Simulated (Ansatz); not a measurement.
# The antimony atom (quartet): the correlation ladder, def2-SVPD

Aim: climb from Hartree-Fock through coupled cluster and multireference methods for the antimony atom (quartet) at one geometry and basis, and see what each rung misses.

Program: Ansatz 0.2.0, Gaussian basis. Level of theory: def2-SVPD, core rule «outside noble gas», up to 9 orbitals frozen. These are calculated values, not measurements.

To be run: UHF; CCSD(T) on ROHF; CCSD(T) on UHF; BCCD(T) on ROHF; CISD; CCSDT(Q) on ROHF; CCSDT(Q) on UHF; CISDTQ; CCSDTQ on ROHF; CASSCF and MRCISD+Q, 5 electrons in 4 orbitals; CASSCF and MRCISD+Q(relaxed), 5 electrons in 4 orbitals; CASSCF and NEVPT4(SD), 5 electrons in 4 orbitals; CASSCF and NEVPT2, 5 electrons in 4 orbitals; Full CI.

## 1. The atom

A free atom, in its lowest state of this spin that the program finds. No spin-orbit coupling is included. Elements past krypton take def2 core potentials.

1 atom, charge 0, spin multiplicity 4.

## 2. UHF

Input file in.yaml:

```yaml
crystal:
  periodic: [false, false, false]
  atoms:
    - {symbol: Sb, position_ang: [0.000000, 0.000000, 0.000000]}
basis:
  gaussian: {orbitals: def2-SVPD}
magnetization: {spin_polarized: true, initial_magnetization: 3}
hamiltonian: {xc: hf}
output: {orbitals: {seedname: orbitals}}
```

Run with:

```sh
> ansatz run in.yaml --threads 1 --pin off --events-out ev --progress --plain --max-ram 2393MiB
```

The runs that follow: CCSD(T) on ROHF; CCSD(T) on UHF; BCCD(T) on ROHF; CISD; CCSDT(Q) on ROHF; CCSDT(Q) on UHF; CISDTQ; CCSDTQ on ROHF; CASSCF and MRCISD+Q, 5 electrons in 4 orbitals; CASSCF and MRCISD+Q(relaxed), 5 electrons in 4 orbitals; CASSCF and NEVPT4(SD), 5 electrons in 4 orbitals; CASSCF and NEVPT2, 5 electrons in 4 orbitals; Full CI.

Before running them: what should the planned runs give, taken together? Wanted: FCI below the RHF energy; RMP2 from FCI; UMP2 from FCI; RCCSD from FCI; RCCSD(T) from FCI; UCCSD(T) from FCI; RCCSDT(Q) from FCI; UCCSDT(Q) from FCI; NEVPT2 valence from FCI.

As calculated:

| quantity | value |
| --- | --- |
| FCI below the RHF energy | -1.6952 eV |
| RMP2 from FCI | +383.8 meV |
| UMP2 from FCI | +358.6 meV |
| RCCSD from FCI | +32.2 meV |
| RCCSD(T) from FCI | +8.3 meV |
| UCCSD(T) from FCI | -21.2 meV |
| RCCSDT(Q) from FCI | +0.4 meV |
| UCCSDT(Q) from FCI | -29.0 meV |
| NEVPT2 valence from FCI | +361.8 meV |
| NEVPT4(SD) valence from FCI | -5.0 meV |
| MRCISD+Q valence from FCI | -35.6 meV |
| levels within 1 kcal/mol (43 meV) | RCCSD, UCCSD, RCCSD(T), UCCSD(T), BCCD(T), RCCSDT, UCCSDT, CISDTQ, RCCSDT(Q), UCCSDT(Q), RCCSDTQ, NEVPT4(SD) valence, MRCISD+Q valence, MRCISD+Q(relaxed) valence |
| T1 diagnostic | 0.005 |
| effectively unpaired electrons | 3.01 |

What this shows: RCCSD(T) misses by +8.3 meV, 0.5 % of the correlation energy. CCSD(T) misses by +8.3 meV on the restricted determinant and by -21.2 meV on the unrestricted one; the two need not hold the same state or core. UCCSD(T), UCCSDT, UCCSDT(Q), NEVPT4(SD) valence, MRCISD+Q valence, MRCISD+Q(relaxed) valence fall below full CI: unrestricted runs freeze a spin-polarised core, another one than full CI's, and coupled cluster isn't variational. One determinant dominates. Of the multireference levels listed NEVPT4(SD) valence comes nearest in total energy (-5.0 meV), which doesn't show that its space is the better one. These misses are within one basis, not against nature; the frozen cores of restricted and unrestricted runs differ, which can shift their rows.
